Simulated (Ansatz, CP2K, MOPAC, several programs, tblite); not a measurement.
**What each method gives for In3BiSb2 (ordering on zincblende)**

In3BiSb2, ordered on the zincblende lattice (P3m1) with 6 atoms a cell, relaxed with r2SCAN in Ansatz, was computed with several methods. Space group P3m1 (No. 156), trigonal; a = 4.685 Å, c = 11.474 Å in the conventional setting, 36.35 Å³ an atom. Sb is surrounded by 4 In at 2.84–2.86 Å; Bi is surrounded by 4 In at 2.89–2.92 Å; In is surrounded by 4 Sb at 2.84–2.86 Å; In is surrounded by 3 Sb at 2.86 Å and 1 Bi at 2.92 Å; In is surrounded by 1 Sb at 2.84 Å and 3 Bi at 2.89 Å. All values are calculated for a non-magnetic cell, which may be hypothetical.

Space group P3m1 (No. 156). a = 4.685 Å, b = 4.685 Å, c = 11.474 Å, α = 90.00°, β = 90.00°, γ = 120.00°
```csv
atom,site,symmetry,x,y,z
Sb,1a,3m.,0.0000,0.0000,0.0028
Sb,1b,3m.,0.3333,0.6667,0.3313
Bi,1c,3m.,0.6667,0.3333,0.6657
In,1b,3m.,0.3333,0.6667,0.0833
In,1c,3m.,0.6667,0.3333,0.4116
In,1a,3m.,0.0000,0.0000,0.7554
```

Gaps and times are for a single point on this cell; volume and bulk modulus come from each method's own relaxation or energy curve at fixed shape, which is too stiff where a cell has free coordinates or axes. Times are rough, from shared hosts (Arm Neoverse V2), and each method has its own mesh and cell size. A double dagger marks a value from a curve with shape and coordinates held. PM6 (MOPAC), PM7 (MOPAC), GFN2-xTB (tblite) treat a cluster of cells at its zone centre, which samples few k points: where these miss a band edge, the gap comes out too large for that reason alone. Gaps from k meshes are read at a limited set of points (mesh, symmetry points, PBE's band edges), so each method's own least gap may be somewhat smaller. xTB and the PM methods were fitted mostly to molecules, and can miss a solid's gap by electronvolts. Minimal bases can be far off for gaps. d marks a direct gap, i an indirect one (no mark: not told apart), a dash a value that wasn't computed or didn't pass its checks.

```json
{"method": "PM6 (MOPAC)", "kind": "semi-empirical", "gap (eV)": "5.76", "own volume (Å³/atom)": "–", "bulk modulus (GPa)": "–", "atoms computed": "24", "processor time": "1.6 s"}
{"method": "GFN2-xTB (tblite)", "kind": "tight binding", "gap (eV)": "0.02", "own volume (Å³/atom)": "–", "bulk modulus (GPa)": "–", "atoms computed": "24", "processor time": "1.9 s"}
{"method": "PM7 (MOPAC)", "kind": "semi-empirical", "gap (eV)": "4.06", "own volume (Å³/atom)": "–", "bulk modulus (GPa)": "–", "atoms computed": "24", "processor time": "2.5 s"}
{"method": "light PBE (260 eV, its own mesh)", "kind": "light plane-wave", "gap (eV)": "overlap 0.01", "own volume (Å³/atom)": "–", "bulk modulus (GPa)": "–", "atoms computed": "6", "processor time": "5.3 s"}
{"method": "PBE/SZV (CP2K)", "kind": "small basis", "gap (eV)": "0", "own volume (Å³/atom)": "38.45‡", "bulk modulus (GPa)": "37‡", "atoms computed": "6", "processor time": "15 s"}
{"method": "PBE", "kind": "semilocal", "gap (eV)": "0", "own volume (Å³/atom)": "37.75", "bulk modulus (GPa)": "34‡", "atoms computed": "6", "processor time": "17 s"}
{"method": "r2SCAN", "kind": "semilocal", "gap (eV)": "0", "own volume (Å³/atom)": "36.35", "bulk modulus (GPa)": "41‡", "atoms computed": "6", "processor time": "35 s"}
{"method": "PBE/DZVP (CP2K)", "kind": "small basis", "gap (eV)": "0", "own volume (Å³/atom)": "38.03‡", "bulk modulus (GPa)": "35‡", "atoms computed": "6", "processor time": "38 s"}
```

Volumes against r2SCAN's: PBE +3.8 %.

Runs without a result: GFN1-xTB (tblite) (single point).

With PBE and r2SCAN the bands overlap or touch, or nearly. Semilocal functionals can close a real gap, so this doesn't show a metal; small gaps of other methods may in turn close between the points read or with spin-orbit coupling, and the solid may be a semimetal.

Spin-orbit coupling is left out; in compounds of Pb, Bi, Tl or Hg it can lower a gap by up to about 1 eV, split its edges or invert the bands.
